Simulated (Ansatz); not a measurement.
NaLaMnMoO6:

```
CELL_PARAMETERS angstrom
5.43212 -0.01130 -0.00034
2.44365 4.93484 -0.01855
0.10940 2.68471 5.04562
ATOMIC_POSITIONS crystal
Na 0.69740 0.05972 0.73638
La 0.41072 0.51412 0.00994
Mn 0.92147 0.57866 0.41655
Mo 0.21633 0.97870 0.33337
O 0.56869 0.61375 0.56391
O 0.40995 0.05114 0.05764
O 0.31236 0.21070 0.45135
O 0.04288 0.86047 0.12140
O 0.05836 0.76646 0.60633
O 0.86183 0.36628 0.20313
```

The cell was built by a generator and needn't be a form met in nature.

Base run:

```yaml
Program: Ansatz 0.2.0
Functional: PBE
Potentials_or_basis: JTH PAW
Cutoff: 1800 eV
Density_cutoff: 7200 eV
k_mesh: 6 × 6 × 5
Occupations: fermi-dirac, width 0.05 eV
Spin: collinear spin, ferromagnetic start
Starting_moments: "[0.0, 0.0, 4.0, 1.0, 0.0, 0.0, 0.0, 0.0, 0.0, 0.0] μB"
```

Its results: band gap on the k mesh 0.17 eV, indirect (least direct gap 0.33 eV); pressure 0.6 GPa; net moment 5.00 μB per cell; site moments Na +0.00; La +0.02; Mn +3.78; Mo +0.16; O +0.01, +0.04, +0.06, +0.03, +0.02 μB; largest force 0.052 eV/Å.

The run is repeated on the same cell with these changes: potentials or basis from JTH PAW to PseudoDojo standard (PBE files); cutoff from 1800 eV to 1497 eV; density cutoff from 7200 eV to 5987 eV. What comes out?

Band gap on the k mesh 0.20 eV, indirect (least direct gap 0.37 eV); pressure -0.2 GPa; net moment 5.00 μB per cell; site moments Na +0.00; La +0.02; Mn +3.82; Mo +0.14; O +0.01, +0.03, +0.04, +0.06, +0.02 μB; largest force 0.057 eV/Å.

Caveats: odd divisions of the mesh miss points on the zone boundary, where band edges often lie, so the gap on the mesh can be too wide; spin-orbit coupling is left out, which moves the levels of the heavy elements; a cell with one magnetic atom can't hold antiferromagnetic order, which such compounds often take.

A k mesh can miss the band edges.

Not every run made on this cell is shown here.
